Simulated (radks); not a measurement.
# Br⁴⁺ in [Ar] 3d10 4s2 4p1: an all-electron calculation

The task here is to estimate one member of a computed series from the others.

The numbers are computed with radks (a radial shooting solver on a logarithmic mesh, Libxc functionals) version 1 (Dirac Kohn-Sham, PBE, spin-unpolarised, spherical densities, finite nucleus; open shells are shared between the two j in proportion to 2j + 1), except any that are marked as measured or tabulated.

### Starting point

- element: bromine (Z = 35)
- charge: +4
- electrons: 31
- configuration: [Ar] 3d10 4s2 4p1
- nuclear rms radius: 4.1629 fm

The outer shells:

Br⁴⁺
```
[Ar] core
3d [↑↓][↑↓][↑↓][↑↓][↑↓]
4s [↑↓]
4p [↑ ][  ][  ]
```

The first run:

The run's settings:

```text
Z 35
configuration [Ar] 3d10 4s2 4p1 5s0 4d0 5p0 4f0
relativity Dirac
functional pbe,pbe
spin unpolarised
j_filling average
nucleus finite rms 4.1629 fm
c 137.035999084
```

Steps of the session up to this table: Self-consistent calculation.

One of the session's tables, all rows but one given; the rest of the session is left out.

It belongs to the step «Orbitals and density». Radial moments (bohr):

```
level      <r>  outermost maximum (interpolated)  90 % within  nodes
1s1/2  0.04275                            0.0279       0.0764      0
2s1/2   0.1892                             0.159        0.293      1
2p1/2   0.1627                             0.125        0.266      0
2p3/2        ?                                 ?            ?      ?
3s1/2   0.5507                             0.484        0.820      2
3p1/2   0.5560                             0.475        0.849      1
3p3/2   0.5664                             0.484        0.865      1
3d3/2   0.5830                             0.429        0.958      0
3d5/2   0.5869                             0.432        0.965      0
4s1/2    1.506                              1.35         2.19      3
4p1/2    1.676                              1.48         2.46      2
4p3/2    1.699                              1.51         2.49      2
4d3/2    2.233                              1.95         3.32      1
4d5/2    2.241                              1.95         3.33      1
5s1/2    3.196                              3.08         4.51      4
```

**Question.** Estimate the row for 2p3/2.

As computed: <r>: 0.1666; outermost maximum (interpolated): 0.128; 90 % within: 0.272; nodes: 0. In the column «<r>» it lies between 2p1/2 (0.1627) and 2s1/2 (0.1892).

Limits of these values: Spin polarisation and multiplet splitting are left out.
